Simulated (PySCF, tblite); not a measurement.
# C7H6F radical: geometry, infrared bands and EPR parameters

What infrared bands and EPR parameters should C7H6F radical (`[CH2]c1cccc(F)c1`) show?

Programs: tblite 0.8.0 and PySCF 2.14.0, with density-fitted response routines of our own. Each step states its level of theory. These are calculated values for one molecule in the gas phase, unless marked as measured. Atoms count from 0, in the outputs and in this text.

## (1) Starting geometry

14 atoms, charge 0, multiplicity 2; geometry from: force field or distance geometry start.

Bonds of the start (Å): C0–C1 1.49, C1–C2 1.38, C2–C3 1.40, C3–C4 1.36, C4–C5 1.39, C5–F6 1.37, C5–C7 1.39, C7–C1 1.37, C0–H8 1.10, C0–H9 1.12, C2–H10 1.09, C3–H11 1.11, C4–H12 1.08, C7–H13 1.07.

## (2) Relaxing the molecule with GFN2-xTB

Job settings and geometry (Å):

```
{"job": {"kind": "relax", "xc": "GFN2-xTB", "basis": "xTB"}, "charge": 0, "multiplicity": 2}
C      2.364100    -0.100400    -0.282200
C      0.877900    -0.067400    -0.144000
C      0.217300    -1.278800    -0.038900
C     -1.180700    -1.224900     0.087500
C     -1.868400    -0.055900     0.148500
C     -1.144200     1.119900     0.041700
F     -1.852800     2.293000     0.088500
C      0.240800     1.147600    -0.089600
H      2.778100     0.794800    -0.775500
H      2.781700    -0.231200     0.753500
H      0.737700    -2.238000    -0.077900
H     -1.748900    -2.175600     0.173400
H     -2.943600    -0.077900     0.259000
H      0.740400     2.094300    -0.166100
```

Launch:

```
OMP_NUM_THREADS=1 python probes_run.py task.json out
```

The driver reads the jobs from task.json and runs them one after another.

The log of the run:

```text
step      E/eV     max force
  0    -616.81284    2.952
  1    -617.05716    1.643
  2    -617.14109    0.998
  3    -617.22929    1.050
  4    -617.30657    0.670
  5    -617.34310    0.544
  6    -617.36679    0.513
  7    -617.41934    0.562
  8    -617.45877    0.602
  9    -617.50666    0.600
 10    -617.55979    0.752
 11    -617.60519    1.249
 12    -617.67404    0.666
 13    -617.72657    0.474
 14    -617.77152    0.650
 15    -617.79729    0.507
 16    -617.84148    0.601
 17    -617.86422    0.431
 18    -617.87473    0.228
 19    -617.87892    0.204
 20    -617.88273    0.202
 21    -617.88752    0.169
 22    -617.89084    0.141
 23    -617.89308    0.126
 24    -617.89539    0.127
 25    -617.89726    0.123
 26    -617.89853    0.094
 27    -617.89966    0.098
 28    -617.90096    0.127
 29    -617.90222    0.107
 30    -617.90314    0.072
 31    -617.90364    0.050
 32    -617.90395    0.047
 33    -617.90421    0.039
 34    -617.90440    0.044
 35    -617.90455    0.035
 36    -617.90467    0.028
 37    -617.90475    0.026
 38    -617.90481    0.024
 39    -617.90489    0.030
 40    -617.90499    0.029
 41    -617.90510    0.026
 42    -617.90516    0.020
 43    -617.90519    0.016
 44    -617.90522    0.016
 45    -617.90525    0.018
 46    -617.90529    0.018
 47    -617.90533    0.017
 48    -617.90536    0.020
 49    -617.90539    0.018
 50    -617.90542    0.018
 51    -617.90545    0.016
 52    -617.90547    0.012
 53    -617.90549    0.012
 54    -617.90551    0.011
 55    -617.90552    0.008
```

Run time: 0.78 s. Hardware: 1 thread of Intel Xeon at 2.50GHz, shared host.

Relaxation path: (not every step is listed)

```csv
step,energy from step 0 (eV),largest force (eV/Å)
0,0.0000,2.9521
1,-0.2443,1.6434
2,-0.3282,0.9979
3,-0.4164,1.0504
4,-0.4937,0.6703
5,-0.5303,0.5443
6,-0.5539,0.5129
7,-0.6065,0.5620
8,-0.6459,0.6024
12,-0.8612,0.6662
16,-1.0286,0.6014
20,-1.0699,0.2024
24,-1.0825,0.1266
28,-1.0881,0.1273
32,-1.0911,0.0474
36,-1.0918,0.0285
40,-1.0921,0.0289
44,-1.0924,0.0163
48,-1.0925,0.0202
50,-1.0926,0.0185
51,-1.0926,0.0160
52,-1.0926,0.0122
53,-1.0926,0.0116
54,-1.0927,0.0110
55,-1.0927,0.0082
```

Close pairs (by a distance rule), those that changed most:

```csv
bond,before (Å),after (Å),change (Å)
C0–C1,1.493,1.378,-0.115
C1–C7,1.373,1.423,+0.050
C0–H9,1.124,1.075,-0.050
C1–C2,1.384,1.425,+0.041
C3–C4,1.358,1.392,+0.035
C2–C3,1.405,1.372,-0.033
C3–H11,1.111,1.080,-0.031
C0–H8,1.103,1.075,-0.028
```

The end geometry stands in the next job.

## (3) Vibrational analysis with GFN2-xTB

Job settings and geometry (Å):

```
{"job": {"kind": "ir", "xc": "GFN2-xTB", "basis": "xTB"}, "charge": 0, "multiplicity": 2}
C      2.307066     0.039428    -0.131544
C      0.931257     0.007736    -0.053776
C      0.221406    -1.219395     0.086913
C     -1.147821    -1.245830     0.165255
C     -1.888027    -0.067851     0.108961
C     -1.202910     1.134624    -0.031333
F     -1.921182     2.278694    -0.089020
C      0.162161     1.203643    -0.112193
H      2.837811     0.967893    -0.237231
H      2.887794    -0.863771    -0.086299
H      0.787740    -2.137110     0.131916
H     -1.665795    -2.187509     0.271956
H     -2.963735    -0.068721     0.172741
H      0.653558     2.157698    -0.218513
```

The log of the run:

```text
mode    cm-1     km/mol
  1     175.9      0.21
  2     212.5      1.65
  3     297.7      1.69
  4     390.7      0.21
  5     424.8      3.76
  6     476.2      3.57
  7     512.9      1.63
  8     523.7      0.11
  9     537.5      4.22
 10     633.0      2.02
 11     738.4     14.91
 12     757.0      0.09
 13     773.0     77.49
 14     837.4      4.33
 15     856.1      0.17
 16     919.2      0.14
 17     938.8      5.02
 18     966.2      0.81
 19     997.4     33.20
 20    1112.3      0.39
 21    1153.2     59.58
 22    1182.0     21.83
 23    1246.1     18.03
 24    1317.3     12.52
 25    1346.1     10.82
 26    1409.6      0.87
 27    1430.8     24.55
 28    1480.3      5.48
 29    1525.3     61.80
 30    1568.6     24.58
 31    3082.8     13.04
 32    3096.1     33.20
 33    3108.8      9.18
 34    3118.9     12.53
 35    3121.6      2.48
 36    3158.8     23.70
```

Run time: 1 s. Hardware: 1 thread of Intel Xeon at 2.50GHz, shared host.

Which atoms move in the most intense modes:

```csv
cm⁻¹,km/mol,atoms
773,77.5,"H12 21 %, H9 13 %, H10 12 %, C0 11 %"
997,33.2,"C4 21 %, C7 16 %, H13 14 %, H9 10 %"
1153,59.6,"H13 37 %, C5 19 %, H10 14 %"
1431,24.6,"C3 25 %, C1 12 %, C5 11 %, H11 10 %"
1525,61.8,"C4 32 %, C5 15 %, C2 14 %, C7 12 %"
1569,24.6,"C5 28 %, C3 25 %, C7 21 %, C2 17 %"
3096,33.2,"H10 71 %, H11 20 %"
3159,23.7,"H8 45 %, H9 44 %, C0 10 %"
```

## (4) EPR parameters: B3LYP/pcH-1

The job, as its differences from that of step 3:

```diff
@@ -1,2 +1,2 @@
-{"job": {"kind": "ir", "xc": "GFN2-xTB", "basis": "xTB"}, "charge": 0, "multiplicity": 2}
+{"job": {"kind": "epr", "basis": "pcH-1"}, "charge": 0, "multiplicity": 2}
 C      2.307066     0.039428    -0.131544
```

Level: UKS B3LYP, pcH-1 on C F H, non-relativistic, mean-field spin-orbit, GIAO.

The log of the run:

```text
UKS, coarse grid
  cycle   1  E = -370.11119072  |g| = 3.91e-01
  cycle   2  E = -370.07799438  |g| = 5.17e-01
  cycle   3  E = -370.17143917  |g| = 8.04e-02
  cycle   4  E = -370.17414563  |g| = 3.94e-02
  cycle   5  E = -370.17502077  |g| = 1.45e-02
  cycle   6  E = -370.17516312  |g| = 5.82e-03
  cycle   7  E = -370.17520738  |g| = 3.30e-03
  cycle   8  E = -370.17521820  |g| = 1.86e-03
  cycle   9  E = -370.17522131  |g| = 4.31e-04
UKS, final grid
  cycle   1  E = -370.17527176  |g| = 4.64e-04
  cycle   2  E = -370.17527171  |g| = 7.33e-04
  cycle   3  E = -370.17527200  |g| = 1.14e-04
  cycle   4  E = -370.17527204  |g| = 1.18e-04
  cycle   5  E = -370.17527206  |g| = 2.67e-05
  cycle   6  E = -370.17527206  |g| = 1.25e-05
E = -370.17527206 Eh   <S^2> = 0.7808 (exact 0.7500)
g shifts (ppm)      1          2          3
  rmc          -136       -136       -136
  gc             -3         29         30
  oz_so          -1        417        498
  total        -140        310        392
hyperfine (MHz)  atom isotope    a_iso     a_fc   dipolar eigenvalues
    0   13C      59.57      59.57    -57.88    -56.78    114.65
    1   13C     -41.78     -41.78    -21.15      8.40     12.76
    2   13C      24.58      24.58    -19.60    -19.30     38.89
    3   13C     -21.99     -21.99    -16.21      7.15      9.05
    4   13C      25.98      25.98    -23.39    -21.74     45.12
    5   13C     -25.39     -25.39    -17.17      7.95      9.22
    6   19F     -17.04     -17.04    -46.83     18.14     28.69
    7   13C      23.73      23.73    -19.22    -18.83     38.05
    8    1H     -45.53     -45.53    -26.80     -0.98     27.77
    9    1H     -45.53     -45.53    -26.78     -0.98     27.76
   10    1H     -16.39     -16.39     -6.46     -2.23      8.69
   11    1H       6.85       6.85     -2.39     -1.11      3.50
   12    1H     -19.16     -19.16    -11.46     -0.14     11.60
   13    1H     -15.97     -15.97     -6.44     -2.17      8.61
```

Run time: 2.1 min. Hardware: 1 thread of Intel Xeon at 2.50GHz, shared host; peak memory 0.97 GiB.

Principal g values 2.00218, 2.00263, 2.00271; g(iso) = 2.00251, against 2.00232 for a free electron.

Mean a(iso) over the nuclei that a row names, and the largest dipolar term of the row (other rows stand at the frozen geometry):

```csv
nuclei,isotope,a(iso) (MHz),"a(iso) (G, at g = 2.0023)",largest dipolar term (MHz)
C0,13C,59.6,21.3,114.7
"H8, H9",1H,-45.5,-16.2,27.8
C1,13C,-41.8,-14.9,-21.2
C4,13C,26.0,9.3,45.1
C5,13C,-25.4,-9.1,-17.2
C2,13C,24.6,8.8,38.9
C7,13C,23.7,8.5,38.0
C3,13C,-22.0,-7.8,-16.2
H12,1H,-19.2,-6.8,11.6
F6,19F,-17.0,-6.1,-46.8
H10,1H,-16.4,-5.8,8.7
H13,1H,-16.0,-5.7,8.6
H11,1H,6.8,2.4,3.5
```

Mulliken spin populations:

C0 0.75; C1 -0.20; C2 0.26; C3 -0.13; C4 0.30; C5 -0.12; F6 -0.01; C7 0.25; H8 -0.03; H9 -0.03; H10 -0.01; H11 0.00; H12 -0.01; H13 -0.01

In first order the couplings over 0.8 MHz of 1H, 19F give 96 distinct lines over 59.4 G, if the averaged nuclei exchange fast.

The fields below are evaluated on a grid from the run's orbitals.

ELF in a plane through or near 14 of the atoms.

Values, 10 rows by 14 columns:
```
0.00 0.00 0.00 0.00 0.00 0.00 0.00 0.00 0.00 0.00 0.00 0.00 0.00 0.00
0.00 0.00 0.00 0.00 0.00 0.01 0.02 0.00 0.01 0.04 0.00 0.00 0.00 0.00
0.00 0.00 0.00 0.00 0.03 0.97 0.97 0.05 0.72 0.99 0.82 0.00 0.00 0.00
0.00 0.00 0.30 0.91 0.03 0.78 0.98 0.55 0.69 0.96 0.22 0.00 0.00 0.00
0.00 0.01 0.74 1.00 0.75 0.25 0.84 0.57 0.47 0.79 0.66 0.93 0.06 0.00
0.00 0.00 0.07 0.66 0.43 0.86 0.30 0.22 0.47 0.16 0.95 0.99 0.20 0.00
0.00 0.00 0.70 1.00 0.83 0.04 0.36 0.23 0.33 0.38 0.05 0.01 0.00 0.00
0.00 0.00 0.03 0.54 0.01 0.80 1.00 0.57 0.30 0.43 0.84 0.11 0.00 0.00
0.00 0.00 0.00 0.00 0.00 0.35 0.86 0.06 0.26 0.53 0.19 0.01 0.00 0.00
0.00 0.00 0.00 0.00 0.00 0.00 0.00 0.00 0.00 0.00 0.00 0.00 0.00 0.00
```
The map spans 11.1 Å across and 9.7 Å up, centred on the molecule. Atoms in the plane (x, y in Å): C0 (-2.3, -0.1), C1 (-0.9, 0.0), C2 (-0.2, 1.2), C3 (1.1, 1.3), C4 (1.9, 0.1), C5 (1.2, -1.1), F6 (1.9, -2.3), C7 (-0.2, -1.2), H8 (-2.8, -1.0), H9 (-2.9, 0.8), H10 (-0.8, 2.1), H11 (1.7, 2.2), H12 (3.0, 0.1), H13 (-0.6, -2.2).

log10 of the density (e/Å³) in the same plane.

Ten even steps from ' ' (-4.0) to '@' (1.9):
```
                                                        
                                                        
                    ..............::::....              
                ..::--------------====--::..            
            ....::--==++++========++++==--::..          
        ..::::----==++**##**++++**##**++==--..          
      ..::--========++**####****####**++==--::..        
    ..::--++****++++++**##@@####@@##**++====--::..      
    ..::==++####********######**####******++==--::..    
    ..::==++**########%%##**++++**##@@######++==::..    
    ..::==++**##%%####%%##****++**######****++==::..    
    ..::==++**##********############****++====--....    
    ..::--++****++++++**##@@%%##@@%%****++==--::..      
      ..--==========++**####******######**==--..        
        ..::--------==**##**++++**##@@%%**++--..        
          ......::::====++++====++**####++==--          
                ..::------------==++++++==--::          
                    ............::------::..            
                                  ......                
                                                        
```
The map spans 11.1 Å across and 9.7 Å up, centred on the molecule. Atoms in the plane (x, y in Å): C0 (-2.3, -0.1), C1 (-0.9, 0.0), C2 (-0.2, 1.2), C3 (1.1, 1.3), C4 (1.9, 0.1), C5 (1.2, -1.1), F6 (1.9, -2.3), C7 (-0.2, -1.2), H8 (-2.8, -1.0), H9 (-2.9, 0.8), H10 (-0.8, 2.1), H11 (1.7, 2.2), H12 (3.0, 0.1), H13 (-0.6, -2.2).

On the surface of density 0.002 e/bohr³ the electrostatic potential runs, from the 1st to the 99th percentile, from -0.80 V near F6 to 1.02 V near H11.

The spin density lies nearest to C0 32 %; C2, C4, C7 about 12 % each; C1 7 % (beta excess).

## (5) Summary of results

| quantity | value |
| --- | --- |
| strongest single infrared mode (GFN2-xTB) | 773 cm⁻¹, 77 km/mol |
| zero-point energy (GFN2-xTB) | 64.9 kcal/mol |
| g(iso) (B3LYP) | 2.00251 |
| ⟨S²⟩ | 0.781 (exact 0.75) |
| largest a(iso) (averaged by class) | 13C on C0, 59.6 MHz |
| surface potential, 1st and 99th percentile | -0.80 V and 1.02 V |

What this shows: The optimisation took 55 steps and gained 1.093 eV; among the close pairs (by a distance rule), C0–C1 changed most, from 1.493 to 1.378 Å. All 36 modes are real, so the xTB geometry is a minimum. The strongest single mode, at 773 cm⁻¹, has its largest shares on H12, H9, H10 and C0 (the list is cut at 4 atoms). Unscaled tight-binding wavenumbers are off by several per cent, some by more. Its intensities can rank the bands wrongly. C0 carries the largest spin population, 0.75 e. The isotropic g lies 0.2 ppt above the free-electron value.
